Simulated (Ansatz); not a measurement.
The same calculation of Rb2YTlI6, space group Fm-3m as a Python script and as an input file (the Ansatz DFT code, driven from Python).

The script, `rb2ytli6.py`:
```python
# -*- coding: utf-8 -*-
"""Rb2YTlI6 from an input typed as a mapping."""

import logging
import sys

import ansatz as az

logging.basicConfig(stream=sys.stdout, format="[%(levelname)s] %(message)s")
log = logging.getLogger("rb2ytli6")
log.setLevel(logging.INFO)


def main():
    inputs = {
        "crystal": {
            "lattice": [
                [0.0, 6.401003, 6.401003],
                [6.401003, 0.0, 6.401003],
                [6.401003, 6.401003, 0.0],
            ],
            "atoms": [
                {"symbol": "Rb", "position": [0.75, 0.75, 0.75]},
                {"symbol": "Rb", "position": [0.25, 0.25, 0.25]},
                {"symbol": "Y", "position": [0.0, 0.0, 0.0]},
                {"symbol": "Tl", "position": [0.5, 0.5, 0.5]},
                {"symbol": "I", "position": [0.76361, 0.23639, 0.23639]},
                {"symbol": "I", "position": [0.23639, 0.23639, 0.76361]},
                {"symbol": "I", "position": [0.23639, 0.76361, 0.76361]},
                {"symbol": "I", "position": [0.23639, 0.76361, 0.23639]},
                {"symbol": "I", "position": [0.76361, 0.23639, 0.76361]},
                {"symbol": "I", "position": [0.76361, 0.76361, 0.23639]},
            ],
        },
        "kpoints": {"mp_grid": {"kspacing": 0.4}},
        "hamiltonian": {"xc": "lda"},
        "scf": {"occupations": {"method": "fixed"}},
        "basis": {"ecutwfc": 470},
        "output": {"forces": True},
    }

    result = az.Session.from_dict(inputs).plan(threads=1).execute()
    summary = result.report

    log.info("%-22s %14.5f eV" % ("F = E - TS", summary["free_energy_ev"]))
    log.info("%-22s %14.5f eV" % ("E", summary["internal_energy_ev"]))
    log.info("%-22s %14.5f eV" % ("Harris-Foulkes", summary["harris_foulkes_ev"]))
    log.info("%-22s %14.5f eV" % ("Fermi level", summary["fermi_energy_ev"]))

    # forces in eV per angstrom
    log.info("forces (eV/A)")
    for site, force in zip(result.lattice.sites, summary["forces_ev_ang"]):
        log.info(f"  {site.symbol:2s} {force[0]:9.4f} {force[1]:9.4f} {force[2]:9.4f}")

    log.info("energy terms (eV)")
    for term, value in summary["components"].items():
        if abs(value) > 1e-9:
            log.info(f"  {term:26s} {value:16.5f}")


if __name__ == "__main__":
    main()
```

`python rb2ytli6.py` gives:
```text
[INFO] F = E - TS               -65380.35414 eV
[INFO] E                        -65380.35414 eV
[INFO] Harris-Foulkes           -65380.35414 eV
[INFO] Fermi level                   2.19748 eV
[INFO] forces (eV/A)
[INFO]   Rb    0.0000   -0.0000    0.0000
[INFO]   Rb    0.0000   -0.0000    0.0000
[INFO]   Y     0.0000   -0.0000   -0.0000
[INFO]   Tl    0.0000    0.0000    0.0000
[INFO]   I    -0.1316   -0.0000   -0.0000
[INFO]   I    -0.0000    0.0000   -0.1316
[INFO]   I     0.1316    0.0000   -0.0000
[INFO]   I    -0.0000   -0.1316    0.0000
[INFO]   I    -0.0000    0.1316    0.0000
[INFO]   I    -0.0000    0.0000    0.1316
[INFO] energy terms (eV)
[INFO]   e_band                          -2996.30988
[INFO]   e_kinetic                        2154.74383
[INFO]   e_local                        -18346.48916
[INFO]   e_nonlocal                        216.60667
[INFO]   e_hartree                        8645.14529
[INFO]   e_xc                            -1419.10704
[INFO]   e_vxc                           -1381.68077
[INFO]   e_paw                          -45599.17001
[INFO]   e_vpaw                          -2929.79605
[INFO]   e_augmentation_tail                 0.00022
[INFO]   e_ewald                        -11037.50177
[INFO]   e_core_change                       5.41783
```

`input.yaml`:
```yaml
crystal:
  lattice:
    - [0.0, 6.401003, 6.401003]
    - [6.401003, 0.0, 6.401003]
    - [6.401003, 6.401003, 0.0]
  atoms:
    - { symbol: Rb, position: [0.75, 0.75, 0.75] }
    - { symbol: Rb, position: [0.25, 0.25, 0.25] }
    - { symbol: "Y", position: [0.0, 0.0, 0.0] }
    - { symbol: Tl, position: [0.5, 0.5, 0.5] }
    - { symbol: I, position: [0.76361, 0.23639, 0.23639] }
    - { symbol: I, position: [0.23639, 0.23639, 0.76361] }
    - { symbol: I, position: [0.23639, 0.76361, 0.76361] }
    - { symbol: I, position: [0.23639, 0.76361, 0.23639] }
    - { symbol: I, position: [0.76361, 0.23639, 0.76361] }
    - { symbol: I, position: [0.76361, 0.76361, 0.23639] }
kpoints:
  mp_grid:
    kspacing: 0.4
hamiltonian:
  xc: lda
scf:
  occupations:
    method: fixed
basis:
  ecutwfc: 470
output:
  forces: true
```

Notes:
- Total energies depend on the potentials; only differences at equal settings carry meaning. A total without «per atom» is that of the cell as typed.
- The run is spin-unpolarised.
- The energy terms are those on the plane-wave grid, with the one-centre PAW part apart; e_band, e_vxc and e_vpaw aren't summands of the total.
- Under fixed occupations the level called the Fermi level is the highest filled one on the SCF mesh; off the mesh a filled band can lie a little above it.
- Only differences from the Fermi energy are physical; the zero of the scale is a convention.
- This cell is a computed structure, which may not be the phase found in nature.
- Gaps and levels are Kohn-Sham values on a finite set of k-points, without spin-orbit coupling.
- The whole script took 12 s on 1 thread of Arm Neoverse V1, on a shared host, peak memory 0.84 GiB.

(A comment or docstring line of the script was reworded after the run, the code is as it ran; lines on the test bed's own set-up are left out of the output.)
